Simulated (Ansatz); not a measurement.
# CH5FMoN2: one species, many methods

An exercise on one series of results from a longer session: the logs are not shown, and one member is left open.

Method: functionals in def2-TZVPP, the program's frozen cores in correlated methods; program: Ansatz 0.2.0, Gaussian basis.

Plan: LDA (SPW92), PBE-D4, revPBE-D4, BLYP-D4, r2SCAN-D4, B97M-V, PBE0-D4, B3LYP-D4, r2SCANh-D4, r2SCAN0-D4, HSE06-D4, BHLYP-D4, CAM-B3LYP-D4, LC-ωPBE, ωB97X-V, ωB97M-V, B2PLYP, PBE-QIDH; CCSD(T)/def2-SVP; CCSD(T)/def2-TZVPP; MP2/def2-QZVPP; extrapolation to the limit; RPA on PBE.

## The relaxed structure

The geometry comes from an earlier relaxation with PBE0-D4 in a triple-zeta def2 set; it is a stationary point, not always the lowest conformer. Mo takes the def2 core potential; no spin-orbit term is included.

10 atoms, charge 0, spin multiplicity 1.

Atoms are counted from 1 here; the program's logs count them from 0.

Bond lengths: C1–Mo2 2.103 Å, C1–H6 1.094 Å, C1–H7 1.090 Å, C1–H8 1.094 Å, Mo2–N3 1.720 Å, Mo2–N4 1.720 Å, Mo2–F5 1.868 Å, N3–H9 1.011 Å, N4–H10 1.011 Å. Angles: Mo2–C1–H6 108.0°, Mo2–C1–H7 112.6°, Mo2–C1–H8 108.0°, H6–C1–H7 109.0°, H6–C1–H8 110.2°, H7–C1–H8 109.0°, C1–Mo2–N3 103.3°, C1–Mo2–N4 103.3°, C1–Mo2–F5 112.4°, N3–Mo2–N4 110.4°, N3–Mo2–F5 113.3°, N4–Mo2–F5 113.3°, Mo2–N3–H9 153.4°, Mo2–N4–H10 153.4°.

The first run:

Contents of in.yaml:

```yaml
crystal:
  periodic: [false, false, false]
  atoms:
    - {symbol: C, position_ang: [-1.361051, -0.404679, -0.473748]}
    - {symbol: Mo, position_ang: [0.321392, 0.522668, 0.381660]}
    - {symbol: N, position_ang: [0.968293, -0.698588, 1.405119]}
    - {symbol: N, position_ang: [1.356302, 0.785059, -0.966521]}
    - {symbol: F, position_ang: [-0.118435, 2.093271, 1.292158]}
    - {symbol: H, position_ang: [-2.062347, -0.641475, 0.331885]}
    - {symbol: H, position_ang: [-1.108909, -1.321344, -1.006205]}
    - {symbol: H, position_ang: [-1.815888, 0.301471, -1.174764]}
    - {symbol: H, position_ang: [1.690920, -1.341064, 1.701093]}
    - {symbol: H, position_ang: [2.212720, 0.653483, -1.487876]}
basis:
  gaussian: {orbitals: def2-TZVPP}
hamiltonian: {xc: lda}
output: {orbitals: {seedname: orbitals}}
```

Among the steps run: LDA; PBE-D4 (GGA); revPBE-D4 (GGA); BLYP-D4 (GGA); r2SCAN-D4 (meta-GGA); B97M-V (meta-GGA); PBE0-D4 (hybrid); B3LYP-D4 (hybrid); r2SCANh-D4 (hybrid); r2SCAN0-D4 (hybrid); HSE06-D4 (hybrid); BHLYP-D4 (hybrid); CAM-B3LYP-D4 (range-separated); LC-ωPBE (range-separated); ωB97X-V (range-separated); ωB97M-V (range-separated); B2PLYP (double hybrid); PBE-QIDH (double hybrid).

One table of the session follows, with a row left open; its other results are not shown here.

It belongs to the step «Orbital energies across the functionals». 

| functional | HOMO (eV) | LUMO (eV) | gap (eV) |
| --- | --- | --- | --- |
| LDA (SPW92) | -6.91 | -2.97 | 3.94 |
| PBE-D4 | -6.72 | -2.73 | 3.99 |
| revPBE-D4 | -6.65 | -2.63 | 4.02 |
| BLYP-D4 | -6.60 | -2.64 | 3.96 |
| r2SCAN-D4 | -7.01 | -2.65 | 4.36 |
| B97M-V | -7.07 | -2.61 | 4.46 |
| PBE0-D4 | ? | ? | ? |
| B3LYP-D4 | -7.85 | -2.16 | 5.69 |
| r2SCANh-D4 | -7.52 | -2.34 | 5.18 |
| r2SCAN0-D4 | -8.28 | -1.86 | 6.42 |
| HSE06-D4 | -7.67 | -2.28 | 5.39 |
| BHLYP-D4 | -9.30 | -0.97 | 8.34 |
| CAM-B3LYP-D4 | -9.44 | -0.84 | 8.60 |
| LC-ωPBE | -10.75 | 0.35 | 11.10 |
| ωB97X-V | -10.40 | 0.26 | 10.67 |
| ωB97M-V | -10.33 | 0.19 | 10.52 |

Estimate the missing values for PBE0-D4.

The run gave: HOMO (eV): -8.07; LUMO (eV): -1.91; gap (eV): 6.17. In the column «HOMO (eV)» it lies between r2SCAN0-D4 (-8.28) and B3LYP-D4 (-7.85).
